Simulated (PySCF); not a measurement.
# A diatomic session: ZrSi

What are the lowest state that PBE0 finds, the bond length, vibrational wavenumber and bond energy of ZrSi, and how much do these hang on the method?

The runs use PySCF 2.14.0; Zr x2c-TZVPPall, Si x2c-TZVPPall, spin-free X2C with a Gaussian nucleus.

**1. Set-up**

Settings of the job:

| Item | Value |
| --- | --- |
| atoms | Zr, Si |
| charge | 0 |
| basis | Zr x2c-TZVPPall, Si x2c-TZVPPall |
| Hamiltonian | spin-free X2C with a Gaussian nucleus |
| basis functions | 121 |
| electrons treated | 54 |
| masses in u | 89.9047, 27.9769 |
| levels | PBE0, PBE, r²SCAN, BP86, B97-3, r²SCAN0, M06, ωB97M-V, HF, MP2, SCS-MP2, CCSD, CCSD(T) |
| grid | 80 radial by 434 angular points |
| occupations | held fixed by the projection of orbital angular momentum |
| dissociation limit | Zr + Si, each in its ground configuration |
| starting distance in angstrom | 2.520 |
| values of 2S to try | 0, 2, 4, 6 |

The run is started by

```bash
> OMP_NUM_THREADS=2 python dia.py task.json out
```

The runs that follow: The PBE0 curve of the state that the search chose; Higher solutions at PBE0; PBE (GGA); r²SCAN (meta-GGA); BP86 (GGA); B97-3; r²SCAN0; M06 (hybrid meta-GGA); ωB97M-V; UHF; Correlated methods on the Hartree–Fock reference.

Q: Predict the outcome of this session. Wanted: for each run, Re; ωe; De; μ.

The runs gave:

Lowest PBE0 solution found, without spin–orbit coupling: ⁵Δ (quintet), unpaired electrons σ ↑, π ↑↑, δ ↑. State 3 has its PBE0 minimum 0.25 eV higher, as a spin-mixed determinant (⟨S²⟩ = 2.93), so this is no gap between pure states. The other levels ran on the lowest alone.

```csv
level,Re (Å),ωe (cm⁻¹),De (eV),μ (D)
UHF,2.548,343,1.16,-6.13
UHF-MP2,2.494,403,2.60,n/a
UHF-SCS-MP2,2.521,370,2.13,n/a
UHF-CCSD,2.531,364,2.25,n/a
UHF-CCSD(T),2.545,358,2.52,n/a
PBE,2.543,350,3.36,-3.14
BP86,2.546,348,3.29,-3.05
r²SCAN,2.524,364,3.27,-3.73
PBE0,2.515,371,2.97,-3.92
r²SCAN0,2.507,376,2.87,-4.18
B97-3,2.538,358,2.70,-3.59
M06,2.551,347,2.69,-2.24
ωB97M-V,2.512,374,2.41,-3.71
```

De is counted to Zr + Si in their ground configurations. A positive dipole means Zr(−)Si(+).

In words: The methods spread over 0.057 Å in bond length, from UHF-MP2 to M06. Of the levels with a De here, UHF gives the least (1.16 eV) and PBE the most (3.36 eV).

Correlated steps freeze 19 core orbitals. The state is the lowest single determinant that the PBE0 search found; with open d or f shells the true ground state can be another one. T1 is 0.046 near the minimum (highest on the curve 0.061), which may point to more than one leading configuration. Spin–orbit coupling is left out.
